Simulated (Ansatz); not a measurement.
# Sn2As2Se: the cost of one run

Computed with Ansatz 0.2.0 (DFT PBE, scalar-relativistic, plane waves, PAW, unless a step's input says otherwise).

1 further run of the same task is left out (it didn't finish).

### 1 The structure to begin with

The structure is hexagonal, space group P6/mmm (No. 191). Conventional cell: a = 4.292 Å, b = 4.292 Å, c = 5.191 Å, α = 90.00°, β = 90.00°, γ = 120.00°. Sn (site symmetry -6m2) is surrounded by 3 Sn at 2.48 Å and 3 Se at 2.48 Å and 2 As at 2.60 Å. Around As (site symmetry -6m2) lie 3 As at 2.48 Å and 2 Sn at 2.60 Å. Around Se (site symmetry 6/mmm) lie 6 Sn at 2.48 Å.

Coordinates:

```
Sn As Se
1.0
     4.29200    0.00000    0.00000
    -2.14600    3.71698    0.00000
     0.00000    0.00000    5.19097
Sn As Se
2 2 1
Direct
  0.33333 0.66667 0.50000
  0.66667 0.33333 0.50000
  0.33333 0.66667 0.00000
  0.66667 0.33333 0.00000
  0.00000 0.00000 0.50000
```

Recipe of the guess: random cell by space group and Wyckoff sites (P6/mmm, No. 191). The dimensions are guesses.

### 2 Probe: one point on a coarse mesh

Input file input.yaml:

```yaml
crystal:
  lattice:
    - [4.29200088, 0.0, 0.0]
    - [-2.14600044, 3.71698179, 0.0]
    - [0.0, 0.0, 5.19097243]
  atoms:
    - { symbol: Sn, position: [0.33333333, 0.66666667, 0.5] }
    - { symbol: Sn, position: [0.66666667, 0.33333333, 0.5] }
    - { symbol: As, position: [0.33333333, 0.66666667, 0.0] }
    - { symbol: As, position: [0.66666667, 0.33333333, 0.0] }
    - { symbol: Se, position: [0.0, 0.0, 0.5] }
basis:
  ecutwfc: 420
kpoints:
  mp_grid: { grid: [6, 6, 4] }
hamiltonian:
  xc: pbe
scf:
  occupations: { method: gaussian, width: 0.1 }
  lower_state_search: "off"
output:
  forces: true
  stress: true
  eigenvalues: true
```

The run is started by

```sh
> ansatz run input.yaml --threads 1 --pin off --max-ram 2560MiB --backend cpu --events-out ev --progress --plain --runs-dir out
```

**Question.** How long does this run take on 1 thread of Arm Neoverse V1, shared host, and how much memory does it need?

About 5.4 s, with a peak of 0.39 GiB.
